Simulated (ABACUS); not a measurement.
# HPbNO4 in ABACUS: the effect of functional

HPbNO4:

```
H Pb N O
1.0
     4.18803   -0.00039    0.00623
    -2.04145    5.10144   -0.04807
    -2.08042   -1.82765    4.81458
H Pb N O
1 1 1 4
Direct
  0.99073 0.03330 0.90994
  0.50274 0.81989 0.14287
  0.00838 0.47408 0.50265
  0.99816 0.92741 0.02877
  0.19467 0.73435 0.60852
  0.81673 0.35882 0.24556
  0.01381 0.33121 0.65217
```

The cell was built by a generator and needn't be a form met in nature.

The cell isn't the ideal one: volume scaled by 0.94.

Alike in all runs:

- Program: ABACUS 3.10.1
- Task: equation of state
- Potentials or basis: SG15 ONCV 1.2 PBE
- Cutoff: 1361 eV
- Density cutoff: 5442 eV
- Basis: DZP LCAO (the cutoffs set its grid)
- k mesh: 6 × 4 × 4
- Occupations: fermi-dirac, width 0.05 eV
- Spin: no spin polarisation

One run gave: gap on the mesh 3.36 eV; pressure 7.2 GPa; largest force 2.98 eV/Å. Which functional did it use?
A. PBEsol
B. WC
C. r2SCAN
D. PBE
E. LDA

C.

```tsv
functional	gap on the mesh (eV)	pressure (GPa)	largest force (eV/Å)
LDA	2.89	6.5	3.36
PBE	2.89	10.4	3.40
PBEsol	2.91	8.3	3.27
WC	2.91	8.4	3.29
BLYP	2.88	13.0	4.02
r2SCAN	3.36	7.2	2.98
```

Caveats: the atomic orbitals were generated for these runs and aren't a published set; spin-orbit coupling is left out, which as a rule narrows the gap of such compounds by several tenths of an eV; the basis of atomic orbitals isn't converged, which shifts pressures, moduli and gaps; the potentials were made for another functional, which shifts forces and pressure (some runs); forces of over 1 eV/Å show positions far from the minimum, so gaps and moduli don't describe the material at rest (some runs).

A k mesh can miss the band edges.
